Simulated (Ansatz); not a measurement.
# C2H6ClF3MoO2: small, medium and large basis sets

How large a basis does C2H6ClF3MoO2 need? Two functionals are run in growing sets.

Method: one geometry, several basis sets; program: Ansatz 0.2.0, Gaussian basis.

The runs, in order: PBE0-D4/def2-SVP; ωB97M-V/def2-SVP; PBE0-D4/def2-QZVPP; ωB97M-V/def2-QZVPP; the functionals' def2-TZVPP values are taken from earlier runs.

## 1. The geometry

The geometry comes from an earlier relaxation with PBE0-D4 in a triple-zeta def2 set; it is a stationary point, not always the lowest conformer. Mo takes the def2 core potential; no spin-orbit term is included.

SMILES `C[O][Mo]([F])([F])([F])([Cl])[O]C`, 15 atoms, charge 0, spin multiplicity 1.

Atoms are counted from 1 here; the program's logs count them from 0.

Bond lengths: C1–O2 1.395 Å, C1–H10 1.091 Å, C1–H11 1.095 Å, C1–H12 1.094 Å, O2–Mo3 1.809 Å, Mo3–F4 1.863 Å, Mo3–F5 1.859 Å, Mo3–F6 1.860 Å, Mo3–Cl7 2.316 Å, Mo3–O8 1.821 Å, O8–C9 1.400 Å, C9–H13 1.095 Å, C9–H14 1.094 Å, C9–H15 1.091 Å. Angles: O2–C1–H10 109.0°, O2–C1–H11 108.5°, O2–C1–H12 108.8°, H10–C1–H11 110.5°, H10–C1–H12 110.5°, H11–C1–H12 109.5°, C1–O2–Mo3 140.8°, O2–Mo3–F4 96.9°, O2–Mo3–F5 85.9°, O2–Mo3–F6 169.2°, O2–Mo3–Cl7 88.8°, O2–Mo3–O8 99.2°, F4–Mo3–F5 176.6°, F4–Mo3–F6 92.1°, F4–Mo3–Cl7 86.0°, F4–Mo3–O8 85.2°, F5–Mo3–F6 84.9°, F5–Mo3–Cl7 92.2° and more.

## 2. PBE0-D4 in def2-SVP

Contents of in.yaml:

```yaml
crystal:
  periodic: [false, false, false]
  atoms:
    - {symbol: C, position_ang: [-2.273065, 1.211849, 1.076335]}
    - {symbol: O, position_ang: [-1.051214, 0.927749, 0.465825]}
    - {symbol: Mo, position_ang: [0.262522, -0.315288, 0.471106]}
    - {symbol: F, position_ang: [1.695588, 0.872698, 0.548796]}
    - {symbol: F, position_ang: [-1.109165, -1.570520, 0.454400]}
    - {symbol: F, position_ang: [1.384982, -1.787099, 0.658566]}
    - {symbol: Cl, position_ang: [0.272868, -0.224140, 2.785330]}
    - {symbol: O, position_ang: [0.609957, -0.377059, -1.315505]}
    - {symbol: C, position_ang: [1.765634, -0.602882, -2.072308]}
    - {symbol: H, position_ang: [-2.690996, 2.115989, 0.631301]}
    - {symbol: H, position_ang: [-2.099742, 1.357296, 2.147807]}
    - {symbol: H, position_ang: [-2.948173, 0.363839, 0.927225]}
    - {symbol: H, position_ang: [2.483735, 0.196634, -1.863492]}
    - {symbol: H, position_ang: [2.199279, -1.565906, -1.785717]}
    - {symbol: H, position_ang: [1.497779, -0.603149, -3.129661]}
basis:
  gaussian: {orbitals: def2-SVP}
hamiltonian: {xc: pbe0, dispersion: d4}
output: {orbitals: {seedname: orbitals}}
```

Started as:

```
$ ansatz run in.yaml --threads 4 --pin off --events-out ev --progress --plain --max-ram 46080MiB --backend cpu
```

The runs that follow: ωB97M-V in def2-SVP; PBE0-D4 in def2-QZVPP; ωB97M-V in def2-QZVPP.

**Question.** What will the summary of the whole plan be? Wanted: PBE0-D4: double and triple zeta above quadruple; ωB97M-V: double and triple zeta above quadruple.

As calculated:

| quantity | value |
| --- | --- |
| PBE0-D4: double and triple zeta above quadruple | 23.59, 1.26 eV |
| ωB97M-V: double and triple zeta above quadruple | 23.97, 1.22 eV |

In words: For PBE0-D4 the step from double to triple zeta gains 22.33 eV and the next only 1.26 eV. Total energies overstate the basis error of differences, where much of it tends to cancel.
